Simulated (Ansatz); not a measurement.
# CdPd: one contact scaled

One table from this session's results is given with a row withheld; the runs are named, their logs left out.

Computed with Ansatz 0.2.0 (DFT, PBEsol, PAW with Ansatz's default frozen-core files, scalar-relativistic, unless a step's input says otherwise).

1 further run of the same task is left out (it didn't finish). Runs told in other sessions of the task aren't counted.

## The structure to begin with

Symmetry: P4/mmm, No. 123, tetragonal system. The conventional cell has a = 3.028 Å, b = 3.028 Å, c = 3.631 Å, α = 90.00°, β = 90.00°, γ = 90.00°. Cd (site symmetry 4/mmm) is surrounded by 8 Pd at 2.81 Å and 4 Cd at 3.03 Å. Pd (site symmetry 4/mmm) is surrounded by 8 Cd at 2.81 Å and 4 Pd at 3.03 Å.

Coordinates:

```
Cd Pd
1.0
     3.02760    0.00000    0.00000
     0.00000    3.02760    0.00000
     0.00000    0.00000    3.63100
Cd Pd
1 1
Direct
  0.00000 0.00000 0.00000
  0.50000 0.50000 0.50000
```

Atoms are numbered in the order of the input: Cd1, Pd2.

Set-up of the first run:

Input file input.yaml:

```yaml
crystal:
  lattice:
    - [3.0276, 0.0, 0.0]
    - [0.0, 3.0276, 0.0]
    - [0.0, 0.0, 3.631]
  atoms:
    - { symbol: Cd, position: [0.0, 0.0, 0.0] }
    - { symbol: Pd, position: [0.5, 0.5, 0.5] }
kpoints:
  mp_grid: { grid: [10, 10, 8] }
scf:
  occupations: { method: fermi_dirac, width: 0.05 }
hamiltonian:
  xc: pbesol
  pseudopotentials: { kind: paw }
output:
  forces: true
  stress: true
  eigenvalues: true
  populations: true
  write_density: true
  write_potential: true
  elf: true
  volumetric_format: npy
```

Run with:

```
$ ansatz run input.yaml --threads 1 --pin off --max-ram 2048MiB --backend cpu --events-out ev --progress --plain --runs-dir out
```

Steps of the session up to this table: Shortest bond scaled by 1, PAW; Shortest bond scaled by 0.88, PAW; Shortest bond scaled by 0.7, PAW; Shortest bond scaled by 0.64, PAW; Shortest bond scaled by 0.58, PAW.

One table of the session follows, with a row left open; its other results are not shown here.

| method | length (Å) | F from the given length (eV/cell) | force along the bond (eV/Å) | pressure (GPa) | largest force (eV/Å) |
| --- | --- | --- | --- | --- | --- |
| PAW | 1.628 | 18.467 | 75.220 | 204.21 | 75.233 |
| PAW | 1.796 | 9.271 | 38.332 | 115.72 | 38.351 |
| PAW | 1.965 | 4.564 | 19.604 | 64.29 | 19.632 |
| PAW | 2.470 | 0.353 | 2.408 | 5.56 | 2.439 |
| PAW | 2.807 | ? | ? | ? | ? |

Q: Estimate the row for PAW, 2.807 from the others.

As computed: F from the given length (eV/cell): 0.000; force along the bond (eV/Å): 0.000; pressure (GPa): -1.32; largest force (eV/Å): 0.000. In the column «F from the given length (eV/cell)» it is the lowest.
